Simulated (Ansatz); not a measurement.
# CH4SSn, SMILES [CH2]1[S][SnH2]1: a short molecular-dynamics run

Computed with Ansatz 0.2.0 through its Python package.

The cells in order, each with its output:

In [1]:
```python
import ansatz as az
from ase import Atoms
import numpy as np
```

In [2]:
```python
atoms = Atoms(["C", "S", "Sn", "H", "H", "H", "H"], positions=[
    (-0.5972, -0.3854, -0.7678),
    (-0.3131, -1.7014, 0.3145),
    (0.5802, 0.592, 0.6163),
    (-1.6284, 0.005, -0.7423),
    (-0.1869, -0.4793, -1.7997),
    (-0.1535, 1.3404, 2.0212),
    (2.3603, 0.5606, 0.3121),
])
molecule = az.Crystal.molecule_from_ase(atoms)

base = (
    molecule.calculation()
    .basis(gaussian="def2-SVP")
    .functional("B3LYP")
    .md("nvt_langevin", timestep=1.0, steps=30, temperature=300, initial_velocities="maxwell_boltzmann", seed=50, friction=0.02)
)
frames = []
base.session().plan().execute(on_event=lambda e: frames.append(e["data"]) if e["event"] == "md_step" else None)
print("t (fs)   E_pot (eV)      E_kin (eV)   T (K)   d(0-1) (A)")
for f in frames[::3]:
    xyz = np.array(f["positions_ang"])
    print(f"{f['time_fs']:6.2f} {f['lagrangian_ev']:14.5f} {f['e_kin_ev']:10.5f} {f['temperature_k']:8.1f} {np.linalg.norm(xyz[0] - xyz[1]):9.4f}")
print("mean temperature", round(float(np.mean([f["temperature_k"] for f in frames])), 1), "K")
```
```text
t (fs)   E_pot (eV)      E_kin (eV)   T (K)   d(0-1) (A)
  0.00   -17765.65740    0.23267    257.1    1.7274
  3.00   -17765.77783    0.39618    437.9    1.7679
  6.00   -17765.88155    0.57882    639.7    1.8265
  9.00   -17765.83012    0.44122    487.6    1.8816
 12.00   -17765.74573    0.43035    475.6    1.9326
 15.00   -17765.64792    0.27854    307.8    1.9768
 18.00   -17765.51109    0.17254    190.7    1.9994
 21.00   -17765.51754    0.18723    206.9    2.0106
 24.00   -17765.58201    0.24209    267.6    2.0086
 27.00   -17765.65307    0.23503    259.8    1.9839
 30.00   -17765.76205    0.33553    370.8    1.9449
mean temperature 360.7 K
```

What to keep in mind:
- Total energies depend on the basis set; only differences at equal settings carry meaning.
- The trajectory is only some femtoseconds long, so its temperature is not equilibrated; where the script doesn't relax first, it starts from a rough generated geometry.
- def2 sets replace the cores of elements past krypton by effective core potentials.
- b3lyp holds the VWN-RPA fit, as in Gaussian; the form of ORCA and Turbomole is b3lyp5.
- The printed temperature counts all 3N degrees of freedom under Langevin dynamics, so the first row lies under the target.
- With hydrogen a step over 0.5 fs is long.
- It ran for 110 s on 1 thread of Arm Neoverse V2, with other jobs on the host, peak memory 0.23 GiB.

(Lines on the test bed's own set-up are left out of the output.)
